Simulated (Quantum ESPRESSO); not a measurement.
HfMo: relaxation of the atoms with PBEsol

HfMo:

```
Hf Mo
1.0
    -1.67120    2.47247    0.00000
    -1.67120   -2.47247   -4.44701
    -1.67120   -2.47247    4.44701
Hf Mo
2 2
Cartesian
  -1.6776 -2.4646 -0.0206
  -3.3366 -0.0248 -4.4198
  -1.6832 0.0029 2.2016
  -3.3297 -2.4584 2.2388
```

The cell comes from a database or a generator and needn't be the stable form of this composition.

* Program: Quantum ESPRESSO 7.5
* Task: relaxation of the atoms
* Functional: PBEsol
* Potentials or basis: GBRV 1.5 LDA
* Cutoff: 612 eV
* Density cutoff: 4898 eV
* k mesh: 4 × 3 × 3
* Occupations: cold, width 0.136 eV
* Spin: no spin polarisation
* Mixing beta: 0.5
* Most SCF iterations: 120
* SCF threshold: 8e-10 Ry
* Most ionic steps: 40
* Forc conv thr: 0.0004 Ry/bohr
* Etot conv thr: 1e-05 Ry
* Ion dynamics: bfgs

```yaml
Energy_gained_by_relaxing: 2.4 meV/atom
Ionic_steps: 12
Largest_force_after_relaxing: 0.012 eV/Å
Band_gap_on_the_k_mesh: none (metal or under the smearing width)
```

Forces in eV/Å, atoms in the order of the input:
```
Hf  -0.007  0.001  0.003
Hf   0.004 -0.004 -0.010
Mo   0.000  0.008  0.002
Mo   0.004 -0.005  0.005
```

Step by step:
```tsv
step	energy change (eV)	largest force (eV/Å)
1	0.0000	0.2905
2	-0.0039	0.1980
3	-0.0066	0.1239
4	-0.0080	0.0742
5	-0.0083	0.0719
6	-0.0087	0.0625
7	-0.0092	0.0434
8	-0.0096	0.0264
9	-0.0096	0.0195
10	-0.0096	0.0141
11	-0.0097	0.0125
12	-0.0097	0.0116
```

Final structure:
```cif
data_structure
_symmetry_space_group_name_H-M 'P 1'
_symmetry_Int_Tables_number 1
_cell_length_a 2.9843
_cell_length_b 5.3556
_cell_length_c 5.3556
_cell_angle_alpha 112.271
_cell_angle_beta 101.990
_cell_angle_gamma 101.990
_cell_volume 73.50
loop_
_atom_site_label
_atom_site_type_symbol
_atom_site_fract_x
_atom_site_fract_y
_atom_site_fract_z
_atom_site_occupancy
Hf1 Hf 0.99953 0.49995 0.49970 1
Hf2 Hf 0.00051 0.99986 0.00022 1
Mo1 Mo 0.49992 0.00054 0.50058 1
Mo2 Mo 0.50004 0.49965 0.99951 1
```

Levels at points of the mesh, in eV from the Fermi level:
| k point | band 22 | band 23 | band 24 | band 25 | band 26 | band 27 | band 28 | band 29 | band 30 | band 31 |
| --- | --- | --- | --- | --- | --- | --- | --- | --- | --- | --- |
| (0.00, 0.00, 0.00) | -1.62 | -1.41 | -0.48 | 0.04 | 1.53 | 1.75 | 1.86 | 1.87 | 2.30 | 2.50 |
| (-0.50, 0.00, 0.00) | -1.59 | -1.47 | -1.03 | -0.46 | 0.02 | 0.04 | 0.69 | 1.32 | 2.03 | 2.54 |

Wall time 5.8 min on 1 thread of Intel(R) Xeon(R) 6975P-C (Granite Rapids), on a shared host, peak memory 0.43 GiB.

Caveat: the k mesh is coarse (spacing up to 0.57 Å⁻¹), so the values aren't converged; the potentials were made for another functional, which shifts forces and pressure. Spin-orbit coupling is left out, which matters for the levels of Hf.
